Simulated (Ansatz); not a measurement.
**C3H7ClSi: one species, many methods**

One table from this session's results is given with a row withheld; the runs are named, their logs left out.

Program: Ansatz 0.2.0, Gaussian basis. Level of theory: functionals in def2-TZVPP, the program's frozen cores in correlated methods. These are calculated values, not measurements.

Plan: LDA (SPW92), PBE-D4, revPBE-D4, BLYP-D4, r2SCAN-D4, B97M-V, PBE0-D4, B3LYP-D4, r2SCANh-D4, r2SCAN0-D4, HSE06-D4, BHLYP-D4, CAM-B3LYP-D4, LC-ωPBE, ωB97X-V, ωB97M-V, B2PLYP, PBE-QIDH; CCSD(T)/def2-SVP; CCSD(T)/def2-TZVPP; MP2/def2-QZVPP; extrapolation to the limit; RPA on PBE.

## Structure used throughout

All runs share one geometry, relaxed beforehand with PBE0-D4 in a triple-zeta def2 set.

12 atoms, charge 0, spin multiplicity 1.

Atoms are counted from 1 here; the program's logs count them from 0.

Bond lengths: C1–C2 1.326 Å, C1–H6 1.085 Å, C1–H7 1.084 Å, C2–Cl3 1.745 Å, C2–Si4 1.874 Å, Si4–C5 1.864 Å, Si4–H8 1.487 Å, Si4–H9 1.488 Å, C5–H10 1.092 Å, C5–H11 1.092 Å, C5–H12 1.092 Å. Angles: C2–C1–H6 122.7°, C2–C1–H7 119.4°, H6–C1–H7 117.9°, C1–C2–Cl3 119.8°, C1–C2–Si4 125.7°, Cl3–C2–Si4 114.5°, C2–Si4–C5 110.7°, C2–Si4–H8 108.2°, C2–Si4–H9 106.5°, C5–Si4–H8 110.4°, C5–Si4–H9 111.6°, H8–Si4–H9 109.2°, Si4–C5–H10 110.9°, Si4–C5–H11 110.3°, Si4–C5–H12 110.6°, H10–C5–H11 108.3°, H10–C5–H12 108.4°, H11–C5–H12 108.2°.

Set-up of the first run:

Input file in.yaml:

```yaml
crystal:
  periodic: [false, false, false]
  atoms:
    - {symbol: C, position_ang: [1.038616, 1.530399, 1.301119]}
    - {symbol: C, position_ang: [0.849350, 0.312322, 0.812231]}
    - {symbol: Cl, position_ang: [2.195062, -0.791971, 0.691811]}
    - {symbol: Si, position_ang: [-0.781108, -0.380670, 0.201529]}
    - {symbol: C, position_ang: [-0.644866, -0.911126, -1.580707]}
    - {symbol: H, position_ang: [2.007153, 1.882202, 1.639831]}
    - {symbol: H, position_ang: [0.198184, 2.212030, 1.372584]}
    - {symbol: H, position_ang: [-1.145192, -1.537850, 1.061407]}
    - {symbol: H, position_ang: [-1.791762, 0.697959, 0.376601]}
    - {symbol: H, position_ang: [-0.398403, -0.061953, -2.221543]}
    - {symbol: H, position_ang: [0.137364, -1.664745, -1.693830]}
    - {symbol: H, position_ang: [-1.587200, -1.341797, -1.927032]}
basis:
  gaussian: {orbitals: def2-TZVPP}
hamiltonian: {xc: lda}
output: {orbitals: {seedname: orbitals}}
```

The run is started by

```bash
$ ansatz run in.yaml --threads 4 --pin off --events-out ev --progress --plain --max-ram 10444MiB
```

Steps of the session up to this table: LDA; PBE-D4 (GGA); revPBE-D4 (GGA); BLYP-D4 (GGA); r2SCAN-D4 (meta-GGA); B97M-V (meta-GGA); B3LYP-D4 (hybrid); r2SCANh-D4 (hybrid); r2SCAN0-D4 (hybrid); HSE06-D4 (hybrid); BHLYP-D4 (hybrid); CAM-B3LYP-D4 (range-separated); LC-ωPBE (range-separated); ωB97X-V (range-separated); ωB97M-V (range-separated); B2PLYP (double hybrid); PBE-QIDH (double hybrid).

One table of the session follows, with a row left open; its other results are not shown here.

It belongs to the step «Orbital energies across the functionals». 

```
  functional  HOMO (eV)  gap (eV)
 LDA (SPW92)      -6.56      4.73
      PBE-D4      -6.39      4.79
   revPBE-D4      -6.33      4.81
     BLYP-D4          ?         ?
   r2SCAN-D4      -6.63      5.20
      B97M-V      -6.69      5.28
     PBE0-D4      -7.55      6.91
    B3LYP-D4      -7.32      6.46
  r2SCANh-D4      -7.06      5.98
  r2SCAN0-D4      -7.71      7.16
    HSE06-D4      -7.15      6.13
    BHLYP-D4      -8.54      8.99
CAM-B3LYP-D4      -8.86      9.36
     LC-ωPBE     -10.25     11.88
     ωB97X-V      -9.86     11.42
     ωB97M-V      -9.75     11.18
```

**Question.** Estimate the row for BLYP-D4.

Worked estimate for «HOMO (eV)». Against the share of exact exchange, B3LYP-D4 (0.2, -7.32), BHLYP-D4 (0.5, -8.54) give a slope of -4.07 per unit share; at 0 the line stands at -6.51.

The run gave: HOMO (eV): -6.23; gap (eV): 4.77. In «HOMO (eV)» the line misses by -0.28.
